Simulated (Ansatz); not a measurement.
What does this script print? It uses Ansatz 0.2.0, Python API.

Script `bend.py`:
```python
# -*- coding: utf-8 -*-
"""Bending curve of B2ClH3Se."""

import warnings

import ansatz as az
from ase import Atoms


def main():
    warnings.simplefilter("ignore", az.DeckWarning)

    atoms = Atoms(["Cl", "B", "B", "Se", "H", "H", "H"], positions=[
        [-1.4402, -1.1001, 2.0909],
        [-0.0748, -0.5402, 1.0208],
        [-0.3429, 0.536, -0.232],
        [1.3107, 1.1058, -1.379],
        [1.0097, -0.9792, 1.2103],
        [-1.3895, 0.9826, -0.4284],
        [0.9883, -0.0729, -2.3283],
    ])

    # relax first, so that the scan starts from a minimum
    first = (
        az.Crystal.molecule_from_ase(atoms).calculation()
        .basis(gaussian="def2-SVP")
        .functional("hf")
        .relax(force_tolerance=0.02, max_steps=80)
    )
    atoms.positions = first.run(threads=1, pin="off").report["positions_ang"]

    rows = []
    for angle in [85, 95, 105, 115, 125, 140, 160]:
        bent = atoms.copy()
        bent.set_angle(2, 3, 6, angle, indices=[6])
        job = az.Crystal.molecule_from_ase(bent).calculation()
        job = job.basis(gaussian="def2-SVP")
        job = job.functional("hf")
        rows.append((angle, job.run(threads=1, pin="off").report["free_energy_ev"]))
    floor = min(e for _, e in rows)
    for angle, e in rows:
        print(f"angle B2-Se3-H6 = {angle:3d} deg   {1000 * (e - floor):9.1f} meV")


if __name__ == "__main__":
    main()
```

```console
$ python bend.py
angle B2-Se3-H6 =  85 deg       167.7 meV
angle B2-Se3-H6 =  95 deg         0.0 meV
angle B2-Se3-H6 = 105 deg         4.5 meV
angle B2-Se3-H6 = 115 deg       163.4 meV
angle B2-Se3-H6 = 125 deg       456.9 meV
angle B2-Se3-H6 = 140 deg      1097.9 meV
angle B2-Se3-H6 = 160 deg      2122.3 meV
```

The scan is rigid, and the energies are electronic, in a modest basis. The zero is the lowest point of the grid, which needn't be the minimum. Wall time of the script: 45 s on 1 thread of Arm Neoverse V2, with other jobs on the host, peak memory 0.26 GiB.
